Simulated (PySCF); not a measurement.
**TlAs: bond curves at several levels of theory**

One table from this session's results is given with a row withheld; the runs are named, their logs left out.

Method: Tl cc-pVDZ-PP with ECP60, As cc-pVDZ-PP with ECP10, scalar-relativistic core potentials; program: PySCF 2.14.0.

Set-up of the first run:

A driver script around PySCF takes these settings:

- atoms: Tl, As
- charge: 0
- basis: Tl cc-pVDZ-PP with ECP60, As cc-pVDZ-PP with ECP10
- Hamiltonian: scalar-relativistic core potentials
- basis functions: 46
- electrons treated: 44
- masses in u: 204.9744, 74.9216
- levels: PBE0, PBE, r²SCAN, M06-2X, B2PLYP, r²SCANh, HF, MP2, SCS-MP2, CCSD, CCSD(T)
- grid: 80 radial by 434 angular points
- occupations: held fixed by the projection of orbital angular momentum
- dissociation limit: Tl + As, each in its ground configuration
- starting distance in angstrom: 2.605
- values of 2S to try: 0, 2, 4

Run with:

```sh
> OMP_NUM_THREADS=1 python dia.py task.json out
```

Steps of the session up to this table: Input; The PBE0 curve of the state that the search chose; Other states along the same grid; PBE (GGA); r²SCAN (meta-GGA); M06-2X (hybrid meta-GGA); B2PLYP (double hybrid); r²SCANh (hybrid meta-GGA); UHF (mean field); MP2 and coupled cluster.

One of the session's tables, all rows but one given; the rest of the session is left out.

It belongs to the step «The curves together». Energy (eV) from each level's lowest point:

| R (Å) | UHF | UHF-MP2 | UHF-SCS-MP2 | UHF-CCSD | UHF-CCSD(T) |
| --- | --- | --- | --- | --- | --- |
| 2.437 | 0.689 | 0.609 | 0.655 | n/a | n/a |
| 2.551 | 0.321 | 0.266 | 0.298 | 0.301 | 0.305 |
| 2.664 | 0.113 | 0.081 | 0.099 | 0.102 | 0.104 |
| 2.749 | 0.033 | 0.017 | 0.026 | 0.028 | 0.029 |
| 2.834 | 0.000 | 0.000 | 0.000 | 0.000 | 0.000 |
| 2.919 | ? | ? | ? | ? | ? |
| 3.032 | 0.043 | 0.090 | 0.073 | 0.058 | 0.056 |
| 3.174 | 0.126 | 0.234 | 0.210 | 0.162 | 0.160 |
| 3.344 | 0.227 | 0.446 | 0.421 | 0.319 | 0.319 |
| 3.571 | 0.328 | 0.684 | 0.660 | n/a | n/a |

Estimate the missing values for R (Å) = 2.919.

Worked estimate for «UHF». A straight line through the neighbours (2.834, 0.000) and (3.032, 0.043) gives 0.000 + (0.043 − 0.000) × (2.919 − 2.834) / (3.032 − 2.834) = 0.018; a parabola fitted to 4 rows on both sides gives 0.007.

As computed: UHF: 0.002; UHF-MP2: 0.020; UHF-SCS-MP2: 0.012; UHF-CCSD: 0.008; UHF-CCSD(T): 0.007. In «UHF» the line misses by +0.016 and the parabola by +0.005.
